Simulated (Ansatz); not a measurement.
**C2H3AlClF: a ladder of functionals and wavefunction methods**

How much do the methods differ for C2H3AlClF? The plan is to run it at one geometry with functionals of several rungs and with coupled cluster, and see how far each lands from CCSD(T) at the basis-set limit for the atomisation energy.

The runs use Ansatz 0.2.0, Gaussian basis; functionals in def2-TZVPP, the program's frozen cores in correlated methods.

The runs, in order: LDA (SPW92), PBE-D4, revPBE-D4, BLYP-D4, r2SCAN-D4, B97M-V, PBE0-D4, B3LYP-D4, r2SCANh-D4, r2SCAN0-D4, HSE06-D4, BHLYP-D4, CAM-B3LYP-D4, LC-ωPBE, ωB97X-V, ωB97M-V, B2PLYP, PBE-QIDH; CCSD(T)/def2-SVP; CCSD(T)/def2-TZVPP; MP2/def2-QZVPP; extrapolation to the limit; RPA on PBE.

## (1) The geometry

The geometry comes from an earlier relaxation with PBE0-D4 in a triple-zeta def2 set; it is a stationary point, not always the lowest conformer.

SMILES `C=[C](Cl)[AlH][F]`, 8 atoms, charge 0, spin multiplicity 1.

Atoms are counted from 1 here; the program's logs count them from 0.

Bond lengths: C1–C2 1.332 Å, C1–H6 1.086 Å, C1–H7 1.087 Å, C2–Cl3 1.740 Å, C2–Al4 1.939 Å, Al4–F5 1.644 Å, Al4–H8 1.573 Å. Angles: C2–C1–H6 123.3°, C2–C1–H7 119.5°, H6–C1–H7 117.2°, C1–C2–Cl3 119.5°, C1–C2–Al4 120.1°, Cl3–C2–Al4 120.4°, C2–Al4–F5 119.9°, C2–Al4–H8 120.7°, F5–Al4–H8 119.4°.

Coordinates:

```
atom     x (Å)     y (Å)     z (Å)
  C1  -1.23853  -0.07022   0.64864
  C2  -0.07208   0.49536   0.34401
 Cl3   0.34484   2.03242   1.04451
 Al4   1.14957  -0.39199  -0.87206
  F5   2.59052   0.30809  -1.24344
  H6  -1.96107   0.38016   1.32320
  H7  -1.49906  -1.03003   0.21084
  H8   0.77792  -1.78089  -1.51140
```

## (2) LDA

This LDA is Slater exchange with PW92 correlation.

in.yaml reads:

```yaml
crystal:
  periodic: [false, false, false]
  atoms:
    - {symbol: C, position_ang: [-1.238533, -0.070222, 0.648638]}
    - {symbol: C, position_ang: [-0.072078, 0.495359, 0.344010]}
    - {symbol: Cl, position_ang: [0.344838, 2.032423, 1.044512]}
    - {symbol: Al, position_ang: [1.149566, -0.391995, -0.872062]}
    - {symbol: F, position_ang: [2.590517, 0.308088, -1.243441]}
    - {symbol: H, position_ang: [-1.961072, 0.380160, 1.323205]}
    - {symbol: H, position_ang: [-1.499059, -1.030027, 0.210840]}
    - {symbol: H, position_ang: [0.777918, -1.780887, -1.511403]}
basis:
  gaussian: {orbitals: def2-TZVPP}
hamiltonian: {xc: lda}
output: {orbitals: {seedname: orbitals}}
```

Launch:

```
> ansatz run in.yaml --threads 2 --pin off --events-out ev --progress --plain --max-ram 4352MiB
```

Further steps of the session: PBE-D4 (GGA); revPBE-D4 (GGA); BLYP-D4 (GGA); r2SCAN-D4 (meta-GGA); B97M-V (meta-GGA); B3LYP-D4 (hybrid); r2SCANh-D4 (hybrid); r2SCAN0-D4 (hybrid); HSE06-D4 (hybrid); BHLYP-D4 (hybrid); CAM-B3LYP-D4 (range-separated); LC-ωPBE (range-separated); ωB97X-V (range-separated); ωB97M-V (range-separated); B2PLYP (double hybrid); PBE-QIDH (double hybrid); CCSD(T) in def2-SVP; CCSD(T) in def2-TZVPP; MP2 in def2-QZVPP; RPA on PBE orbitals.

Q: Predict the results of all the runs planned. Wanted: atomisation energy, CCSD(T)/CBS; farthest beyond LDA; mean size of error, GGA; mean size of error, meta-GGA; mean size of error, hybrid; mean size of error, range-separated; mean size of error, double hybrid; gap, smallest and largest; T1 diagnostic.

**Answer**, as computed:

```
                               quantity                                                                              value
        atomisation energy, CCSD(T)/CBS                                                                          31.231 eV
    functionals within 0.156 eV (0.5 %)  BLYP-D4, r2SCAN-D4, PBE0-D4, r2SCANh-D4, HSE06-D4, CAM-B3LYP-D4, ωB97X-V, ωB97M-V
                    farthest beyond LDA                                                               BHLYP-D4 (-1.216 eV)
                mean size of error, GGA                                                                           0.323 eV
           mean size of error, meta-GGA                                                                           0.166 eV
             mean size of error, hybrid                                                                           0.350 eV
    mean size of error, range-separated                                                                           0.074 eV
      mean size of error, double hybrid                                                                           0.301 eV
              gap, smallest and largest                                          4.06 eV (LDA (SPW92)), 10.92 eV (LC-ωPBE)
                          T1 diagnostic                                                                             0.0123
triples share of the correlation energy                                                                              3.9 %
```

What this shows: The LDA atomisation energy is off by 4.492 eV (14 %): it overbinds. PBE-D4 misses by +0.675 eV. Double hybrids carry the basis error of their MP2 part in triple zeta, and no dispersion term here, so their miss is partly the set-up's. Taken by rung, range-separated functionals do best (0.074 eV on average) and hybrid ones worst beyond LDA (0.350 eV). The mean of the hybrids holds BHLYP, with half exact exchange. Misses under about 0.156 eV are within the doubt on the reference itself, which lacks core-valence correlation, relativity and higher excitations. Hartree-Fock recovers 73 % of the binding; the rest is correlation. CCSD(T) in def2-SVP is off by -1.746 eV, more than most functionals: a good method in a small basis is no reference. The gap grows from 4.1 to 10.9 eV across the functionals, mostly with the share of exact exchange.
